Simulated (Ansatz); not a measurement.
A nudged elastic band was laid between two geometries of a periodic cell of 17 atoms, Mg9O8 (host MgO, host structure Fm-3m, interstitial Mg).

Theory: DFT LDA, scalar-relativistic, plane waves, PAW (Ansatz 0.2.0). Settings: PAW set soft_1, cutoff 420 eV, k mesh 2x2x2, fermi-dirac smearing 0.02 eV, no spin polarisation.

- movable images: 5
- climbing image: yes
- spring: 10.0 eV/Å²
- optimiser: quadratic models (default)
- start path: IDPP
- force threshold: 0.05 eV/Å
- iteration limit: 80
- end points: relaxed

First end point:

```xyz
17
Lattice="0.0000 4.3100 4.3100 4.3100 0.0000 4.3100 4.3100 4.3100 0.0000" Properties=species:S:1:pos:R:3
Mg 0.075 0.077 0.015
O 2.249 2.251 2.391
Mg 1.673 1.677 -0.479
O 4.301 4.306 2.150
Mg 2.204 0.061 2.215
O 4.213 2.160 4.314
Mg 4.385 2.171 2.231
O 6.559 4.547 4.406
Mg 0.058 2.207 2.214
O 2.158 4.217 4.314
Mg 2.170 4.388 2.232
O 4.543 6.562 4.406
Mg 2.216 2.219 4.373
O 4.377 4.381 6.534
Mg 4.368 4.370 4.361
O 6.468 6.470 6.370
Mg 2.869 2.873 0.717
```

Last end point:

```xyz
17
Lattice="0.0000 4.3100 4.3100 4.3100 0.0000 4.3100 4.3100 4.3100 0.0000" Properties=species:S:1:pos:R:3
Mg 0.513 0.513 0.513
O 2.072 2.072 2.071
Mg 2.087 2.087 -0.044
O 4.299 4.300 2.255
Mg 2.087 -0.043 2.087
O 4.299 2.255 4.299
Mg 4.252 2.095 2.093
O 6.234 4.207 4.205
Mg -0.044 2.087 2.087
O 2.255 4.300 4.299
Mg 2.094 4.253 2.094
O 4.206 6.234 4.205
Mg 2.093 2.094 4.252
O 4.206 4.207 6.234
Mg 4.248 4.248 4.248
O 6.447 6.448 6.447
Mg 3.629 3.629 -0.681
```

Question: Which bonds break or form, and what moves?

Answer: Contacts lost: Mg1–O8, Mg1–O12, Mg1–O14, O2–Mg17. Contacts made: O2–Mg3, Mg3–O8, Mg3–O12, O14–Mg17. The atom that moves furthest is Mg17, by 1.76 Å.

Question: What energy profile does the band end with?

Answer: It converged. The highest image is number 3 of 0 to 6, 0.248 eV above the ends, which have the same energy within 2 meV. The profile has 3 maxima (images 1, 3, 5) with wells between them (images 2, 4): this band takes more than one step, which may be the mechanism or a detour left from its start path. By the program's own check the climbing image is of a kind that is not told: the force calls were inconclusive, a negative curvature could not be distinguished from the path's own, the only one lies far off the path, or fixed occupations may fill a level only in part (lowest curvatures found: -0.90 and 0.40 eV/Å²). Limits of this set-up: coarse k mesh, PAW files made for another functional.

```csv
image,path coordinate (Å),energy (eV),Mg1–O8 (Å),Mg1–O12 (Å),Mg1–O14 (Å)
0,0.00,0.000,2.14,2.14,2.10
1,0.83,0.106,2.09,2.08,2.25
2,1.66,0.089,2.20,2.18,2.45
3,2.50,0.248,2.25,2.06,2.36
4,3.48,0.096,2.10,2.15,2.49
5,4.47,0.173,2.49,2.47,2.55
6,5.45,0.000,3.03,3.03,3.03
```

Question: What is the geometry of the highest image?

Answer: 
```xyz
17
Lattice="0.0000 4.3100 4.3100 4.3100 0.0000 4.3100 4.3100 4.3100 0.0000" Properties=species:S:1:pos:R:3
Mg 0.145 -0.016 0.391
O 2.132 2.301 2.468
Mg 1.496 1.453 -0.550
O 4.381 4.364 2.287
Mg 2.182 0.359 2.163
O 4.164 2.169 4.279
Mg 4.072 2.252 2.163
O 6.571 4.581 4.281
Mg 0.232 2.248 1.929
O 2.193 4.198 4.530
Mg 2.189 4.203 1.932
O 4.549 6.554 4.534
Mg 2.202 2.234 4.443
O 4.376 4.367 6.651
Mg 4.328 4.420 4.303
O 6.729 6.332 6.460
Mg 2.989 2.944 -0.550
```

Time of the run: 18 min on 1 thread of Arm Neoverse V2, on a shared host, peak memory 0.67 GiB.
